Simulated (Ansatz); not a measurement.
Crystal: YMg6Cr.

```
Y Cr Mg
1.0
     5.08272    0.00000    0.00000
     0.00000    3.25210    5.64472
     0.00000   -3.25210    5.64472
Y Cr Mg
1 1 6
Direct
  0.00000 0.82591 0.82591
  0.50000 0.66534 0.66534
  0.50000 0.16681 0.16681
  0.50000 0.66640 0.17674
  0.50000 0.17674 0.66640
  0.00000 0.33761 0.33761
  0.00000 0.82058 0.34061
  0.00000 0.34061 0.82058
```

The cell comes from a database or a generator and needn't be the stable form of this composition.

```yaml
Program: Ansatz 0.2.0
Task: single point
Functional: PBE
Potentials_or_basis: Ansatz PAW
Cutoff: "420 eV (not typed: the program's choice for these potentials)"
k_mesh: 5 × 5 × 5
Occupations: fermi-dirac, width 0.05 eV
Spin: collinear spin, ferromagnetic start
Starting_moments: "[0.0, 3.0, 0.0, 0.0, 0.0, 0.0, 0.0, 0.0] μB"
```

On this cell: pressure 0.0 GPa; largest force 0.033 eV/Å; net moment 4.16 μB per cell; site moments Y +0.01; Cr +3.89; Mg -0.02, +0.01, -0.01 μB; band gap on the k mesh none (metal or under the smearing width).

The same run follows on a disturbed copy (atoms moved at random, drawn with an rms of 0.05 Å):

```
Y Cr Mg
1.0
     5.08272    0.00000    0.00000
     0.00000    3.25210    5.64472
     0.00000   -3.25210    5.64472
Y Cr Mg
1 1 6
Cartesian
  -0.0006 -0.0060 9.2847
  2.5154 -0.0162 7.5486
  2.5546 -0.0269 1.8677
  2.5449 1.6216 4.7799
  2.5495 -1.6043 4.7033
  -0.0526 0.0244 3.7596
  0.0540 1.6105 6.5675
  -0.0191 -1.5687 6.5451
```

Task: What does the disturbed cell give?

Result: The energy (extrapolated to zero smearing) moves by +4.2 meV/atom; pressure 0.0 GPa; largest force 0.240 eV/Å; net moment 4.13 μB per cell; site moments Y +0.00; Cr +3.84; Mg -0.02, +0.01, -0.01 μB; band gap on the k mesh none (metal or under the smearing width).

Forces in eV/Å, atoms in the order of the input:
```
Y   -0.032  0.087  0.138
Cr   0.100  0.016 -0.145
Mg  -0.051  0.100  0.061
Mg   0.002 -0.116 -0.043
Mg  -0.106  0.063  0.127
Mg   0.186 -0.068  0.128
Mg  -0.156 -0.130 -0.128
Mg   0.057  0.048 -0.139
```

Stress tensor (GPa, compression positive):
```
 0.10  0.06 -0.10
 0.06 -0.30  0.07
-0.10  0.07  0.19
```
